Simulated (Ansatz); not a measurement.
# C2H9AlSi: small, medium and large basis sets

An exercise on one series of results from a longer session: the logs are not shown, and one member is left open.

Method: one geometry, several basis sets; program: Ansatz 0.2.0, Gaussian basis.

Levels to be run: PBE0-D4/def2-SVP; ωB97M-V/def2-SVP; PBE0-D4/def2-QZVPP; ωB97M-V/def2-QZVPP; the functionals' def2-TZVPP values are taken from earlier runs.

## Structure used throughout

An earlier PBE0-D4 in a triple-zeta def2 set relaxation fixed the geometry.

SMILES `[CH3][AlH][SiH2]C`, 13 atoms, charge 0, spin multiplicity 1.

Atoms are counted from 1 here; the program's logs count them from 0.

Bond lengths: C1–Al2 1.956 Å, C1–H5 1.096 Å, C1–H6 1.092 Å, C1–H7 1.096 Å, Al2–Si3 2.462 Å, Al2–H8 1.595 Å, Si3–C4 1.886 Å, Si3–H9 1.496 Å, Si3–H10 1.496 Å, C4–H11 1.092 Å, C4–H12 1.092 Å, C4–H13 1.092 Å. Angles: Al2–C1–H5 110.5°, Al2–C1–H6 113.7°, Al2–C1–H7 110.3°, H5–C1–H6 108.0°, H5–C1–H7 106.1°, H6–C1–H7 107.9°, C1–Al2–Si3 122.0°, C1–Al2–H8 118.2°, Si3–Al2–H8 119.8°, Al2–Si3–C4 114.1°, Al2–Si3–H9 109.8°, Al2–Si3–H10 109.7°, C4–Si3–H9 108.8°, C4–Si3–H10 108.8°, H9–Si3–H10 105.3°, Si3–C4–H11 110.8°, Si3–C4–H12 110.8°, Si3–C4–H13 111.1° and more.

Set-up of the first run:

Input file in.yaml:

```yaml
crystal:
  periodic: [false, false, false]
  atoms:
    - {symbol: C, position_ang: [-1.922846, 1.396536, -0.072723]}
    - {symbol: Al, position_ang: [-1.225018, -0.192340, -0.976039]}
    - {symbol: Si, position_ang: [0.947937, -1.185088, -0.379900]}
    - {symbol: C, position_ang: [1.859537, -0.273387, 0.996535]}
    - {symbol: H, position_ang: [-2.904067, 1.187812, 0.367903]}
    - {symbol: H, position_ang: [-1.271199, 1.773703, 0.718407]}
    - {symbol: H, position_ang: [-2.079763, 2.206452, -0.794162]}
    - {symbol: H, position_ang: [-2.105277, -0.849604, -2.132500]}
    - {symbol: H, position_ang: [1.829106, -1.238850, -1.587991]}
    - {symbol: H, position_ang: [0.755358, -2.610629, 0.032270]}
    - {symbol: H, position_ang: [1.262567, -0.255489, 1.911174]}
    - {symbol: H, position_ang: [2.060831, 0.761084, 0.709122]}
    - {symbol: H, position_ang: [2.813335, -0.754799, 1.222805]}
basis:
  gaussian: {orbitals: def2-SVP}
hamiltonian: {xc: pbe0, dispersion: d4}
output: {orbitals: {seedname: orbitals}}
```

Steps of the session up to this table: PBE0-D4 in def2-SVP; ωB97M-V in def2-SVP; PBE0-D4 in def2-QZVPP; ωB97M-V in def2-QZVPP.

One of the session's tables, all rows but one given; the rest of the session is left out.

It belongs to the step «Density functionals: the series». 

```
functional       basis  HOMO (eV)  LUMO (eV)
   PBE0-D4    def2-SVP      -7.04      -1.57
   PBE0-D4  def2-TZVPP      -7.03      -1.60
   PBE0-D4  def2-QZVPP      -7.04      -1.61
   ωB97M-V    def2-SVP          ?          ?
   ωB97M-V  def2-TZVPP      -9.03       0.01
   ωB97M-V  def2-QZVPP      -9.04      -0.10
```

Q: Estimate the row for ωB97M-V, def2-SVP from the others.

The run gave: HOMO (eV): -9.01; LUMO (eV): 0.10. In the column «HOMO (eV)» it lies between ωB97M-V, def2-TZVPP (-9.03) and PBE0-D4, def2-SVP (-7.04).
